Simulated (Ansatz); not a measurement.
**Titanium, dhcp under r²SCAN: ground state and equation of state**

The plan for titanium in the dhcp structure: relax it, solve it on a dense k-mesh, then scale the cell to 7 volumes from 88 to 112 % of the relaxed one and try a fit of the equation of state. The start is ferromagnetic. The k-meshes are 12×12×4 for the relaxation; 16×16×5 for the dense run; 16×16×5 for the volumes.

Computed with Ansatz 0.2.0 (DFT r2SCAN, plane waves (500 eV) with PAW, scalar-relativistic; PAW files made under PBE, frozen cores solved again for the functional, unless a step says otherwise).

**1. Starting point**

The structure is hexagonal, space group P6_3/mmc (No. 194). Conventional cell: a = 2.923 Å, b = 2.923 Å, c = 9.546 Å, α = 90.00°, β = 90.00°, γ = 120.00°. Ti (site symmetry -3m) is surrounded by 12 Ti at 2.92 Å. Around Ti (site symmetry -6m2) lie 12 Ti at 2.92 Å.

Structure file:

```cif
data_structure
_symmetry_space_group_name_H-M 'P6_3/mmc'
_symmetry_Int_Tables_number 194
_cell_length_a 2.9229
_cell_length_b 2.9229
_cell_length_c 9.5463
_cell_angle_alpha 90.000
_cell_angle_beta 90.000
_cell_angle_gamma 120.000
_cell_volume 70.63
loop_
_atom_site_label
_atom_site_type_symbol
_atom_site_symmetry_multiplicity
_atom_site_Wyckoff_symbol
_atom_site_fract_x
_atom_site_fract_y
_atom_site_fract_z
_atom_site_occupancy
Ti1 Ti 2 a 0.00000 0.00000 0.00000 1
Ti2 Ti 2 c 0.33333 0.66667 0.25000 1
```

Starting moments (μB): +1 ×4.

**2. Relaxing cell and atoms**

The input, input.yaml:

```yaml
crystal:
  lattice:
    - [2.9229395509, 0.0, 0.0]
    - [-1.4614697754, 2.5313399048, 0.0]
    - [0.0, 0.0, 9.5463205732]
  atoms:
    - { symbol: Ti, position: [0.0, 0.0, 0.0], spin: 1.0 }
    - { symbol: Ti, position: [0.0, 0.0, 0.5], spin: 1.0 }
    - { symbol: Ti, position: [0.3333333333, 0.6666666667, 0.25], spin: 1.0 }
    - { symbol: Ti, position: [0.6666666667, 0.3333333333, 0.75], spin: 1.0 }
hamiltonian:
  xc: r2scan
  pseudopotentials:
    kind: paw
    azcp:
      Ti: "pseudopotentials/Ti.paw.azcp"
basis:
  ecutwfc: 500
  fft_grid_basis: typed
kpoints:
  mp_grid: { grid: [12, 12, 4], shift: [0, 0, 0] }
magnetization:
  spin_polarized: true
scf:
  occupations: { method: fermi_dirac, width: 0.05 }
relax:
  max_steps: 60
  f_tol: 0.01
  cell: {}
output:
  write_density: true
  write_potential: true
  elf: true
  volumetric_format: npy
```

After this run come: Single point on a dense mesh; At 88 % of the relaxed volume; At 92 % of the relaxed volume; At 96 % of the relaxed volume; At 100 % of the relaxed volume; At 104 % of the relaxed volume; At 108 % of the relaxed volume; At 112 % of the relaxed volume.

Before running it: what results should come out? Wanted: space group; conventional cell; volume; shortest distance; gap on the mesh; magnetic state; relative to hcp.

The runs gave:

| quantity | value |
| --- | --- |
| space group (spins left aside) | P6_3/mmc (No. 194) |
| conventional cell | a = 2.930 Å, c = 9.379 Å (c/a = 3.201) |
| volume | 17.431 Å³/atom |
| shortest distance | 2.891 Å |
| gap on the mesh | none (levels filled in part) |
| magnetic state | ferrimagnetic, up to 0.20 μB per atom |
| relative to hcp | +46 meV/atom |

**Reading.** The relaxation shrank the cell by 1.3 % in volume. Against the reference form of titanium (hcp, computed apart with the same settings) it stands 46 meV/atom higher. The final state is ferrimagnetic (largest moment 0.20 μB). That is not the order it started in. No gap shows: it is a metal or semimetal at this level. Relaxation kept the symmetry; phonons were not checked.
